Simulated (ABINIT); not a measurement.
B:

```
CELL_PARAMETERS angstrom
2.65280 -1.66372 0.00000
2.65280 1.66372 0.00000
0.00000 0.00000 2.98329
ATOMIC_POSITIONS crystal
B 0.81479 0.51187 0.75000
B 0.18521 0.48813 0.25000
B 0.51187 0.81479 0.25000
B 0.48813 0.18521 0.75000
```

The cell was built by a generator and needn't be a form met in nature.

```yaml
Program: ABINIT 10.8.3 (patched build)
Task: relaxation of cell and atoms
Functional: LDA
Potentials_or_basis: PseudoDojo NC SR LDA v0.4.1 standard
Cutoff: 1034 eV
k_mesh: 7 × 7 × 7
Occupations: fermi-dirac, width 0.05 eV
Spin: no spin polarisation
```

At the start: pressure -8.8 GPa; volume 6.58 Å³/atom.

Question: How do energy, volume and symmetry change on relaxing?

Answer: Over 9 steps the energy falls by 6.7 meV/atom and the volume is 6.35 Å³/atom (-3.6 %); space group Cmcm (No. 63, to 0.05 Å).

The path:
```
step  energy change (eV)  largest force (eV/Å)  pressure (GPa)  volume (Å³)
   1              0.0000                0.0584           -8.82        26.33
   2             -0.0246                0.0988           -2.16        25.63
   3             -0.0267                0.0619            0.11        25.40
   4             -0.0268                0.0332            0.11        25.39
   5             -0.0269                0.0043            0.01        25.39
   6             -0.0269                0.0012           -0.01        25.39
   7             -0.0269                0.0003            0.00        25.39
   8             -0.0269                0.0001            0.00        25.39
   9             -0.0269                0.0001            0.00        25.39
```

Final structure:
```xyz
4
Lattice="2.6237 -1.6420 0.0000 2.6237 1.6420 0.0000 0.0000 0.0000 2.9473" Properties=species:S:1:pos:R:3 pbc="T T T"
B     3.4840   -0.4980    2.2105
B     1.7633    0.4980    0.7368
B     3.4840    0.4980    0.7368
B     1.7633   -0.4980    2.2105
```
